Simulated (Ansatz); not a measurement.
# Al2H8NO5 radical (built from SMILES N.O.[OH][Al][O][Al]([OH])[OH]): a reaction path by the nudged elastic band

What path joins these two structures, and how high does it climb? Both ends were relaxed at PBE0-D4 in triple zeta. A second band with other settings follows.

Computed with Ansatz 0.2.0, Gaussian basis. Level: PBE0-D4/def2-SVP, unrestricted.

28 further runs of the same task are left out: 28 set aside as unsound or not needed.

**1. The system as given**

The first end: 16 atoms, charge 0, spin multiplicity 2.

Atoms are counted from 1 here; the program's logs count them from 0.

Bond lengths: Al1–O2 1.720 Å, Al1–Al3 2.726 Å, Al1–O6 1.714 Å, Al1–N8 1.983 Å, O2–Al3 1.700 Å, Al3–O4 1.699 Å, Al3–O5 1.731 Å, O4–H11 0.955 Å, O5–H12 0.957 Å, O6–H13 0.955 Å, H7–N8 1.040 Å, N8–H14 1.015 Å, N8–H15 1.017 Å, H9–O10 0.959 Å, O10–H16 0.988 Å. Angles: O2–Al1–Al3 36.9°, O2–Al1–O6 127.0°, O2–Al1–N8 106.3°, Al3–Al1–O6 150.9°, Al3–Al1–N8 110.6°, O6–Al1–N8 97.0°, Al1–O2–Al3 105.7°, Al1–Al3–O2 37.4°, Al1–Al3–O4 130.8°, Al1–Al3–O5 111.4°, O2–Al3–O4 128.2°, O2–Al3–O5 116.5°, O4–Al3–O5 112.4°, Al3–O4–H11 122.1°, Al3–O5–H12 118.7°, Al1–O6–H13 123.0°, Al1–N8–H7 111.1°, Al1–N8–H14 112.3° and more.

Coordinates:

```xyz
16

Al   -1.0751    0.6997    0.8414
O    -1.2761    0.0516   -0.7388
Al   -0.0730    0.7828   -1.6922
O    -0.2655    1.9358   -2.9247
O     1.4398   -0.0520   -1.8011
O    -2.3107    1.0532    1.9752
H     0.6052   -1.1455    1.3628
N    -0.1621   -0.7023    1.9066
H     1.9238   -2.5709   -0.0545
O     1.9040   -1.6724    0.2805
H    -1.0590    2.4609   -3.0081
H     2.1126    0.2920   -2.3891
H    -2.9786    1.7193    1.8262
H     0.2214   -0.3389    2.7732
H    -0.8385   -1.4188    2.1597
H     1.8315   -1.0944   -0.5171
```

The second end:

```xyz
16

Al   -0.98882    0.40534    0.96707
O    -0.79946   -0.43521   -0.65196
Al    0.18264    0.89549   -1.40125
O    -0.32141    1.78495   -2.75073
O     1.78845    0.28457   -1.36786
O    -2.56259    0.67085    1.53762
H     0.92292   -1.75400    0.92025
N     0.23231   -0.27015    2.12197
H    -0.22258   -1.26032   -0.52287
O     1.01476   -2.14272    0.02451
H    -1.13623    2.27922   -2.80429
H     2.48319    0.67534   -1.89634
H    -3.33263    0.75297    0.97935
H     1.12470    0.20064    2.19328
H    -0.07567   -0.48827    3.06084
H     1.69023   -1.59869   -0.40957
```

**2. The band at PBE0-D4/def2-SVP**

The input, neb/in.yaml:

```yaml
crystal:
  periodic: [false, false, false]
  atoms:
    - {symbol: Al, position_ang: [-1.075055, 0.699728, 0.841441]}
    - {symbol: O, position_ang: [-1.276058, 0.051556, -0.738791]}
    - {symbol: Al, position_ang: [-0.072980, 0.782767, -1.692160]}
    - {symbol: O, position_ang: [-0.265513, 1.935823, -2.924709]}
    - {symbol: O, position_ang: [1.439786, -0.051971, -1.801075]}
    - {symbol: O, position_ang: [-2.310707, 1.053241, 1.975192]}
    - {symbol: H, position_ang: [0.605248, -1.145506, 1.362805]}
    - {symbol: N, position_ang: [-0.162053, -0.702349, 1.906638]}
    - {symbol: H, position_ang: [1.923751, -2.570872, -0.054546]}
    - {symbol: O, position_ang: [1.904023, -1.672445, 0.280475]}
    - {symbol: H, position_ang: [-1.058996, 2.460937, -3.008140]}
    - {symbol: H, position_ang: [2.112636, 0.291962, -2.389106]}
    - {symbol: H, position_ang: [-2.978648, 1.719263, 1.826186]}
    - {symbol: H, position_ang: [0.221387, -0.338948, 2.773233]}
    - {symbol: H, position_ang: [-0.838481, -1.418800, 2.159704]}
    - {symbol: H, position_ang: [1.831459, -1.094384, -0.517150]}
basis:
  gaussian: {orbitals: def2-SVP}
magnetization: {spin_polarized: true, initial_magnetization: 1}
hamiltonian: {xc: pbe0, dispersion: d4}
neb:
  images: 5
  climbing: true
  max_iterations: 40
  initial_path: idpp
  final_atoms:
    - {symbol: Al, position_ang: [-0.988825, 0.405336, 0.967066]}
    - {symbol: O, position_ang: [-0.799462, -0.435213, -0.651961]}
    - {symbol: Al, position_ang: [0.182641, 0.895486, -1.401247]}
    - {symbol: O, position_ang: [-0.321407, 1.784949, -2.750727]}
    - {symbol: O, position_ang: [1.788452, 0.284573, -1.367861]}
    - {symbol: O, position_ang: [-2.562595, 0.670854, 1.537617]}
    - {symbol: H, position_ang: [0.922916, -1.754002, 0.920249]}
    - {symbol: N, position_ang: [0.232308, -0.270151, 2.121973]}
    - {symbol: H, position_ang: [-0.222577, -1.260322, -0.522873]}
    - {symbol: O, position_ang: [1.014762, -2.142719, 0.024506]}
    - {symbol: H, position_ang: [-1.136233, 2.279218, -2.804291]}
    - {symbol: H, position_ang: [2.483193, 0.675342, -1.896338]}
    - {symbol: H, position_ang: [-3.332631, 0.752966, 0.979349]}
    - {symbol: H, position_ang: [1.124699, 0.200643, 2.193277]}
    - {symbol: H, position_ang: [-0.075668, -0.488270, 3.060837]}
    - {symbol: H, position_ang: [1.690226, -1.598690, -0.409574]}
```

Started as:

```console
$ ansatz run in.yaml --threads 4 --pin off --events-out ev --progress --plain --max-ram 46080MiB --backend cuda --devices 0, --max-vram 37GiB
```

**3. The band at BLYP-D4/STO-3G, other settings**

Edit neb/in.yaml of step 2 so:

```diff
@@ -20,9 +20,9 @@
 basis:
-  gaussian: {orbitals: def2-SVP}
+  gaussian: {orbitals: STO-3G}
 magnetization: {spin_polarized: true, initial_magnetization: 1}
-hamiltonian: {xc: pbe0, dispersion: d4}
+hamiltonian: {xc: {name: BLYP}, dispersion: d4}
 neb:
-  images: 5
-  climbing: true
-  max_iterations: 40
+  images: 4
+  climbing: immediate
+  max_iterations: 60
   initial_path: idpp
```

What does the calculation give? Wanted: from earlier runs: barrier over the separately found saddle, CCSD(T)/def2-TZVPP.

The runs gave:

| quantity | value |
| --- | --- |
| PBE0-D4/def2-SVP, 14 iterations | highest 47.6 kJ/mol (image 5), last end +46.8 kJ/mol |
| BLYP-D4/STO-3G, 16 iterations | highest 0.0 kJ/mol (image 0), last end -53.0 kJ/mol |
| from earlier runs: barrier over the separately found saddle, CCSD(T)/def2-TZVPP | 81.8 kJ/mol |

In words: The highest image lies 47.6 kJ/mol above the first end, and it climbed, so it estimates the saddle. The ends are not quite minima at this level (largest force component 0.30 eV/Å), so the heights are unreliable: relaxing the first end would lower it and raise the barrier above it. The highest image is 34.3 kJ/mol below the CCSD(T) barrier in triple zeta, which comes from separate runs on the saddle. The second band's highest image lies at 0.0 kJ/mol, an end point, so it found no barrier.
